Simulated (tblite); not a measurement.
**C5H10GaNSSi: geometry, infrared bands and NMR shifts**

Computed with tblite 0.8.0 and PySCF 2.14.0, with density-fitted response routines of our own, on a single molecule in the gas phase. Atoms are numbered from 0 throughout.

## (1) Starting geometry

19 atoms, charge 0, multiplicity 1; geometry from: force field or distance geometry start.

Bonds of the start (Å): Si0–S1 2.18, S1–Ga2 2.28, Ga2–N3 1.91, N3–C4 1.34, C4–C5 1.40, C5–C6 1.38, C6–C7 1.39, C7–C8 1.38, C8–N3 1.37, Si0–H9 1.48, Si0–H10 1.44, Si0–H11 1.47, Ga2–H12 1.58, Ga2–H13 1.62, C4–H14 1.09, C5–H15 1.09, C6–H16 1.08, C7–H17 1.10, C8–H18 1.09.

## (2) Geometry optimisation with GFN2-xTB

What the job is given:

```
{"job": {"kind": "relax", "xc": "GFN2-xTB", "basis": "xTB"}, "charge": 0, "multiplicity": 1}
Si     4.397000     0.795600    -0.233300
S      2.310200     1.409000    -0.114900
Ga     1.134400    -0.541900    -0.206100
N     -0.741000    -0.222800     0.003600
C     -1.221600     0.904100     0.556600
C     -2.601600     1.080000     0.686200
C     -3.462500     0.090400     0.271900
C     -2.932800    -1.070500    -0.271000
C     -1.564300    -1.233600    -0.404600
H      4.518300    -0.271000     0.780000
H      5.293700     1.901500     0.009600
H      4.566200     0.157200    -1.549100
H      1.492200    -1.363300    -1.504500
H      1.631900    -1.435700     1.052300
H     -0.520800     1.673600     0.865200
H     -3.027100     1.980600     1.128100
H     -4.534000     0.176200     0.364800
H     -3.596600    -1.877100    -0.608300
H     -1.151400    -2.143100    -0.834100
```

Launch:

```
> OMP_NUM_THREADS=1 python probes_run.py task.json out
```

The driver reads the jobs from task.json and runs them one after another.

Q: Estimate the wall time of this first job on 1 thread of Arm Neoverse N1, shared host.

About 2 s.
